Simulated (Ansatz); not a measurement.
# Zr3PdSe4: the cost of one run

Program: Ansatz 0.2.0. Level of theory: DFT PBE, scalar-relativistic, plane waves, PAW, unless a step names another level. These are calculated values, not measurements.

16 further runs of the same task are left out: 3 that didn't finish, 13 set aside as unsound or not needed. Runs told in other sessions of the task aren't counted.

## Step 1: The formula and the candidates

Pauling electronegativities: Zr 1.33, Pd 2.20, Se 2.55 (spread 1.22). The formula balances with common oxidation states: Pd +2, Zr +2, Se -2. Tabulated atomic sizes suggest about 21 Å³/atom. 26 candidates were drawn, by swapping species into database cells of other compounds, at random by space group and Wyckoff sites, or by hand, as the table says:

| name | made from | space group no. | Wyckoff sites | atoms (primitive cell) | V (Å³/atom) |
| --- | --- | --- | --- | --- | --- |
| c01 | built by hand: 2x2x1 ordered NiAs | 194 | Zr 6g; Pd 2a; Se 2d, 6h | 16 | 21.3 |
| c02 | built by hand: ordered rocksalt (Cu3Au-type cation order) | 221 | Zr 3c; Pd 1a; Se 3d, 1b | 8 | 21.3 |
| c03 | random | 123 | Zr 2h, 1c; Pd 1b; Se 2g, 2e | 8 | 22.0 |
| c04 | random | 139 | Zr 2b, 4c; Pd 2a; Se 8g | 8 | 24.0 |
| c05 | random | 191 | Zr 3g; Pd 1a; Se 4h | 8 | 23.6 |
| c06 | random | 216 | Zr 4b, 4d, 4a; Pd 4c; Se 16e | 8 | 27.4 |
| c07 | random | 115 | Zr 2g, 1c; Pd 1d; Se 2g, 2e | 8 | 22.6 |
| c08 | database cell of Sr3CaS4 | 65 | Zr 4f, 2b; Pd 2a; Se 4i, 4h | 8 | 22.6 |
| c09 | database cell of ZnCd3S4 | 215 | Zr 3c; Pd 1a; Se 4e | 8 | 23.6 |
| c10 | random | 221 | Zr 3d; Pd 1a; Se 3c, 1b | 8 | 21.6 |
| c11 | random | 187 | Zr 1f, 2g; Pd 1a; Se 2i, 1e, 1d | 8 | 27.5 |
| c12 | database cell of Li3CrS4 | 215 | Zr 3d; Pd 1a; Se 4e | 8 | 29.8 |
| c13 | random | 187 | Zr 2g, 1e; Pd 1b; Se 3k, 1f | 8 | 25.4 |
| c14 | built by hand: stuffed Nb3Te4 (InNb3Te4-type) | 176 | Zr 6h; Pd 2b; Se 6h, 2c | 16 | 21.3 |
| c15 | database cell of Mn3Ni4Sn | 166 | Zr 6c, 3b; Pd 3a; Se 6c, 6c | 8 | 21.9 |
| c16 | database cell of NbTl3S4 | 217 | Zr 6b; Pd 2a; Se 8c | 8 | 25.0 |
| c17 | random | 166 | Zr 9e; Pd 3b; Se 9d, 3a | 8 | 25.7 |
| c18 | built by hand: 2x2x1 ordered WC | 187 | Zr 3j; Pd 1a; Se 3k, 1f | 8 | 21.3 |
| c19 | database cell of Cu3PdAu4 | 123 | Zr 2h, 1d; Pd 1c; Se 2g, 2g | 8 | 20.0 |
| c20 | random | 229 | Zr 6b; Pd 2a; Se 8c | 8 | 25.0 |
| c21 | random | 123 | Zr 2g, 1d; Pd 1c; Se 4m | 8 | 21.7 |
| c22 | random | 191 | Zr 2d, 1a; Pd 1b; Se 4h | 8 | 23.4 |
| c23 | database cell of MgMn3Te4 | 115 | Zr 2f, 1d; Pd 1a; Se 2g, 2g | 8 | 29.8 |
| c24 | random | 47 | Zr 2p, 1f; Pd 1c; Se 2r, 2q | 8 | 22.1 |
| c25 | database cell of In3GaTe4 | 121 | Zr 4c, 2b; Pd 2a; Se 8i | 8 | 24.9 |
| c26 | random | 191 | Zr 3g; Pd 1b; Se 3f, 1a | 8 | 23.4 |

## Step 2: Screening run of c10

input.yaml

```yaml
crystal:
  lattice:
    - [5.5733213, 0.0, 0.0]
    - [0.0, 5.5733213, 0.0]
    - [0.0, 0.0, 5.5733213]
  atoms:
    - { symbol: Zr, position: [0.5, 0.0, 0.0] }
    - { symbol: Zr, position: [0.0, 0.5, 0.0] }
    - { symbol: Zr, position: [0.0, 0.0, 0.5] }
    - { symbol: Pd, position: [0.0, 0.0, 0.0] }
    - { symbol: Se, position: [0.0, 0.5, 0.5] }
    - { symbol: Se, position: [0.5, 0.0, 0.5] }
    - { symbol: Se, position: [0.5, 0.5, 0.0] }
    - { symbol: Se, position: [0.5, 0.5, 0.5] }
basis:
  ecutwfc: 420
kpoints:
  mp_grid: { grid: [2, 2, 2] }
hamiltonian:
  xc: pbe
scf:
  occupations: { method: gaussian, width: 0.15 }
  lower_state_search: "off"
output:
  forces: true
  stress: true
  eigenvalues: true
relax:
  adjacent_minimum: "off"
  f_tol: 0.08
  max_steps: 16
  cell: { stress_tol: 0.8 }
```

The run is started by

```console
$ ansatz run input.yaml --threads 1 --pin off --max-ram 2560MiB --backend cpu --events-out ev --progress --plain --runs-dir out
```

**Question.** How long does this run take on 1 thread of Arm Neoverse V2, shared host, and how much memory does it need?

About 13 s, with a peak of 0.45 GiB.
